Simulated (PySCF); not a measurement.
# DyH4S4 (Dy(SH)4): the cost of one run

Computed with PySCF 2.14.0. Level: several levels, as the steps say, no spin–orbit coupling.

1 further run of the same task is left out (for a known fault of the program).

### Step 1. The system as given

9 atoms, charge 0, spin multiplicity 1.

Bond lengths: Dy1–S2 2.484 Å, Dy1–H3 2.827 Å, Dy1–S4 2.484 Å, Dy1–H5 2.827 Å, Dy1–S6 2.484 Å, Dy1–H7 2.827 Å, Dy1–S8 2.484 Å, Dy1–H9 2.827 Å, S2–H3 1.358 Å, S4–H5 1.358 Å, S6–H7 1.359 Å, S8–H9 1.359 Å. Angles: S2–Dy1–H3 28.7°, S2–Dy1–S4 110.5°, S2–Dy1–H5 90.3°, S2–Dy1–S6 109.0°, S2–Dy1–H7 136.8°, S2–Dy1–S8 109.0°, S2–Dy1–H9 98.2°, H3–Dy1–S4 90.3°, H3–Dy1–H5 80.4°, H3–Dy1–S6 98.2°, H3–Dy1–H7 125.7°, H3–Dy1–S8 136.8°, H3–Dy1–H9 125.7°, S4–Dy1–H5 28.7°, S4–Dy1–S6 109.0°, S4–Dy1–H7 98.2°, S4–Dy1–S8 109.0°, S4–Dy1–H9 136.8° and more.

As a file:

```mol
DyH4S4
  3D, bonds by distance, orders not assigned

  9 12  0  0  0  0  0  0  0  0999 V2000
   -0.0000   -0.0000    0.0000 Dy  0  0
    1.3621    1.5190    1.4161 S   0  0
    1.7668    0.4566    2.1595 H   0  0
   -1.3621   -1.5190    1.4161 S   0  0
   -1.7668   -0.4566    2.1595 H   0  0
    1.5190   -1.3621   -1.4160 S   0  0
    0.4565   -1.7667   -2.1595 H   0  0
   -1.5190    1.3621   -1.4160 S   0  0
   -0.4565    1.7667   -2.1595 H   0  0
  1  2  8  0
  1  3  8  0
  1  4  8  0
  1  5  8  0
  1  6  8  0
  1  7  8  0
  1  8  8  0
  1  9  8  0
  2  3  8  0
  4  5  8  0
  6  7  8  0
  8  9  8  0
M  END
```

Formal oxidation states: Dy +4. Each metal's 8 4f electrons lie in its core potential, so multiplicities, spins and levels count the valence alone. An earlier session relaxed this geometry at PBE0, Dy lcecp-2-SVP with ECP54, S def2-SVP, H def2-SVP (singlet, point group S4).

At PBE0 on the finer grid: E = -1638.329928 Eh, frontier levels not given, since the 4f levels lie in the core, Mulliken charge on Dy1 +0.54 e, largest force component 0.008 eV/Å. 

Levels to run: BLYP; wB97X. Hardware: 2 threads of Arm Neoverse V2, shared host.

### Step 2. BLYP

File run.py (the lines that set the calculation):

```python
mol = gto.M(atom='''
Dy     0.00000     0.00000     0.00002
S      1.36207     1.51901     1.41608
H      1.76680     0.45657     2.15946
S     -1.36207    -1.51901     1.41608
H     -1.76680    -0.45657     2.15946
S      1.51902    -1.36208    -1.41601
H      0.45649    -1.76673    -2.15955
S     -1.51902     1.36208    -1.41601
H     -0.45649     1.76673    -2.15955''',
    basis={'Dy': 'lcecp-2-SVP', 'S': 'def2-SVP', 'H': 'def2-SVP'},
    ecp={'Dy': 'lcecp-2-SVP'},
    charge=0, spin=0)
mf = dft.RKS(mol, xc='BLYP')
mf.grids.atom_grid = (75, 302)  # f atoms: unpruned, at least (60, 302)
mf = mf.density_fit()  # fitting sets: Dy AutoAux, S def2-universal-JKFIT, H def2-universal-JKFIT
mf.conv_tol = 1e-08; mf.max_cycle = 55
mf.kernel(dm0)  # dm0: the density of the relaxed state
```

The run is started by

```console
$ OMP_NUM_THREADS=2 python run.py
```

**Question.** How long does this run take on 2 threads of Arm Neoverse V2, shared host?

About 9.7 s.
